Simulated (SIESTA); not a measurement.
BiTe:

```
Bi Te
1.0
     0.00000    3.23500    3.23500
     3.23500    0.00000    3.23500
     3.23500    3.23500    0.00000
Bi Te
1 1
Direct
  0.00000 0.00000 0.00000
  0.50000 0.50000 0.50000
```

Base run:

| Item | Value |
| --- | --- |
| Program | SIESTA 5.4.2 |
| Functional | PBE |
| Potentials or basis | PseudoDojo 0.4 standard (PBE files) |
| Basis | DZP (energy shift 0.003 Ry; two zetas on semicore shells) |
| Grid cutoff | 500 Ry |
| Energy shift | 0.003 Ry |
| k mesh | 7 × 7 × 7 |
| Occupations | fermi-dirac, width 0.05 eV |
| Spin | no spin polarisation |

Its results: band gap on the k mesh none (metal or under the smearing width); pressure 1.7 GPa.

Problem. After a change of settings the same cell gave: band gap on the k mesh none (metal or under the smearing width); pressure -1.5 GPa. Which change was it?
A. potentials or basis from PseudoDojo 0.4 standard (PBE files) to PseudoDojo 0.4 stringent (PBE files); valence electrons from 31 to 47
B. potentials or basis from PseudoDojo 0.4 standard (PBE files) to SPMS 1.0 (PBE files) or PseudoDojo by element
C. potentials or basis from PseudoDojo 0.4 standard (PBE files) to SG15 1.2 (PBE files) or PseudoDojo by element

Solution. A.

Caveats: spin-orbit coupling is left out, which moves the levels of the heavy elements; the basis of atomic orbitals isn't converged, which shifts pressures, moduli and gaps; short orbitals over semicore shells can move pressures by several GPa (some runs); the valence orbitals were made in a potential fitted to the semicore shell under them, which widens gaps by tenths of an eV or more (some runs).
